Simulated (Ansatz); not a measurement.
**TiNi: phonons and Grüneisen parameters**

How does the lattice vibrate, and how do the modes shift with volume? Displacements sample a 2×2×2 mesh. Runs: cell and atoms relaxed (PAW); reference run (PAW); volume scaled by 0.985 (PAW); volume scaled by 1.015 (PAW); mode Grüneisen parameters (PAW).

Computed with Ansatz 0.2.0 (DFT LDA, frozen-core PAW, scalar-relativistic unless said, unless a step's input says otherwise).

## 1. The starting structure

The structure is tetragonal, space group P4/mmm (No. 123). The conventional cell has a = 2.736 Å, b = 2.736 Å, c = 3.581 Å, α = 90.00°, β = 90.00°, γ = 90.00°. Around Ti (site symmetry 4/mmm) lie 8 Ni at 2.64 Å and 4 Ti at 2.74 Å. Ni (site symmetry 4/mmm) is surrounded by 8 Ti at 2.64 Å and 4 Ni at 2.74 Å.

Structure file:

```xyz
2
Lattice="2.7358 0.0000 0.0000 0.0000 2.7358 0.0000 0.0000 0.0000 3.5814" Properties=species:S:1:pos:R:3 pbc="T T T"
Ti    1.3679    1.3679    1.7907
Ni    0.0000    0.0000    0.0000
```

Cartesian axes are those of the input's lattice vectors. The structure goes back to a database entry.

## 2. Cell and atoms relaxed, PAW

input.yaml

```yaml
crystal:
  lattice:
    - [2.735803, 0.0, 0.0]
    - [0.0, 2.735803, 0.0]
    - [0.0, 0.0, 3.58141]
  atoms:
    - { symbol: Ti, position: [0.5, 0.5, 0.5] }
    - { symbol: Ni, position: [0.0, 0.0, 0.0] }
kpoints:
  mp_grid: { grid: [14, 14, 10] }
scf:
  occupations: { method: fermi_dirac, width: 0.05 }
hamiltonian:
  xc: lda
  pseudopotentials: { kind: paw }
relax:
  f_tol: 0.002
  max_steps: 80
  cell: {}
output:
  forces: true
  stress: true
```

Started as:

```console
$ ansatz run input.yaml --threads 2 --pin off --max-ram 6144MiB --backend cpu --events-out ev --progress --plain --runs-dir out
```

## 4. Reference run, PAW

input.yaml

```yaml
crystal:
  lattice:
    - [2.70224393526, 0.0, 0.0]
    - [0.0, 2.70224393526, 0.0]
    - [0.0, 0.0, 3.42030664884]
  atoms:
    - { symbol: Ti, position: [0.5, 0.5, 0.5] }
    - { symbol: Ni, position: [0.0, 0.0, 0.0] }
kpoints:
  mp_grid: { grid: [14, 14, 10] }
scf:
  occupations: { method: fermi_dirac, width: 0.05 }
hamiltonian:
  xc: lda
  pseudopotentials: { kind: paw }
phonons:
  qmesh: [2, 2, 2]
  qpath:
    path:
      - [0.0, 0.0, 0.0]
      - [0.0, 0.5, 0.0]
      - [0.5, 0.5, 0.0]
      - [0.0, 0.0, 0.0]
      - [0.0, 0.0, 0.5]
      - [0.0, 0.5, 0.5]
      - [0.5, 0.5, 0.5]
      - [0.0, 0.0, 0.5]
      - [0.0, 0.5, 0.0]
    npoints: 6
  temperatures: { t_min: 0, t_max: 1000, t_step: 100 }
```

## 5. Volume scaled by 0.985, PAW

Changes to input.yaml since step 4:

```diff
@@ -2,5 +2,5 @@
   lattice:
-    - [2.70224393526, 0.0, 0.0]
-    - [0.0, 2.70224393526, 0.0]
-    - [0.0, 0.0, 3.42030664884]
+    - [2.68866459083, 0.0, 0.0]
+    - [0.0, 2.68866459083, 0.0]
+    - [0.0, 0.0, 3.40311888816]
   atoms:
```

## 6. Volume scaled by 1.015, PAW

Changes to input.yaml since step 5:

```diff
@@ -2,5 +2,5 @@
   lattice:
-    - [2.68866459083, 0.0, 0.0]
-    - [0.0, 2.68866459083, 0.0]
-    - [0.0, 0.0, 3.40311888816]
+    - [2.71568815624, 0.0, 0.0]
+    - [0.0, 2.71568815624, 0.0]
+    - [0.0, 0.0, 3.43732337994]
   atoms:
```

(Steps that only read results are left out.)

**Question.** What will these runs give? Wanted: highest mode on the mesh, without the LO shift; optical modes at Γ.

**Answer**, as computed:

```
                                            quantity                     value
highest mode on the mesh, without the LO shift (PAW)                  317 cm⁻¹
                                  optical modes at Γ  208 (Eu), 238 (A2u) cm⁻¹
             mean Grüneisen parameter at 300 K (PAW)                      2.12
```

No mode on the mesh is unstable; the highest lies at 317 cm⁻¹ by PAW. Weighted by heat capacity at 300 K the mean Grüneisen parameter of the sampled modes is 2.12, which points to expansion on heating. Each set of modes is computed in the harmonic approximation. Cautions: frozen-core PAW files fitted under PBE, their cores solved anew for the functional of the run; no spin polarisation, a magnetic state may lie lower; responses of metals move with mesh and smearing.
